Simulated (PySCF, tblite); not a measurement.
# C₃H₇OSi radical: geometry, infrared bands and EPR parameters

Wanted: the infrared bands and EPR parameters of C₃H₇OSi radical (`C[Si](C)C=O`), by calculation.

Computed with tblite 0.8.0 and PySCF 2.14.0, with density-fitted response routines of our own, on a single molecule in the gas phase. Atoms are numbered from 0 throughout.

## 1. The molecule as given

12 atoms, charge 0, multiplicity 2; geometry from: force field or distance geometry start.

Bonds of the start (Å): C0–Si1 1.87, Si1–C2 1.85, Si1–C3 1.87, C3–O4 1.20, C0–H5 1.09, C0–H6 1.09, C0–H7 1.10, C2–H8 1.09, C2–H9 1.09, C2–H10 1.11, C3–H11 1.11.

## 2. Geometry optimisation with GFN2-xTB

The job: settings as JSON, then the geometry in Å.

```
{"job": {"kind": "relax", "xc": "GFN2-xTB", "basis": "xTB"}, "charge": 0, "multiplicity": 2}
C      1.572400    -0.667800     0.113300
Si    -0.018500     0.023900    -0.577300
C     -1.492200    -0.788700     0.184600
C     -0.085700     1.887400    -0.503700
O     -0.133300     2.492000    -1.542800
H      2.427500    -0.234100    -0.395100
H      1.610500    -1.747800    -0.015900
H      1.665200    -0.444100     1.187100
H     -1.561500    -0.578500     1.254500
H     -1.471900    -1.872700     0.059500
H     -2.425400    -0.425500    -0.288000
H     -0.085800     2.355300     0.497700
```

Command:

```bash
$ OMP_NUM_THREADS=1 python probes_run.py task.json out
```

This one command runs all jobs of the session in turn.

**Question.** This job is followed by: GFN2-xTB harmonic vibrations, gas phase; UKS B3LYP, pcH-1 on C H O Si, non-relativistic, mean-field spin-orbit, GIAO. What will the session give for the following? strongest single infrared mode (GFN2-xTB); zero-point energy (GFN2-xTB); g(iso) (B3LYP); ⟨S²⟩; largest a(iso) (averaged by class); surface potential, 1st and 99th percentile.

The runs gave:

| quantity | value |
| --- | --- |
| strongest single infrared mode (GFN2-xTB) | 1544 cm⁻¹, 595 km/mol |
| zero-point energy (GFN2-xTB) | 56.8 kcal/mol |
| g(iso) (B3LYP) | 2.00444 |
| ⟨S²⟩ | 0.760 (exact 0.75) |
| largest a(iso) (averaged by class) | 29Si on Si1, -124.9 MHz |
| surface potential, 1st and 99th percentile | -1.90 V and 1.13 V |

The optimisation took 133 steps and gained 0.713 eV; among the close pairs (by a distance rule), Si1–C2 changed most, from 1.847 to 1.897 Å. All 30 modes are real, so the xTB geometry is a minimum. The strongest single mode, at 1544 cm⁻¹, moves mainly C3 and O4. GFN2-xTB is a fitted tight-binding method: band positions and strengths are rough. Its intensities can rank the bands wrongly. The largest share of the spin, 0.81 e, sits on Si1. The isotropic g lies 2.1 ppt above the free-electron value.
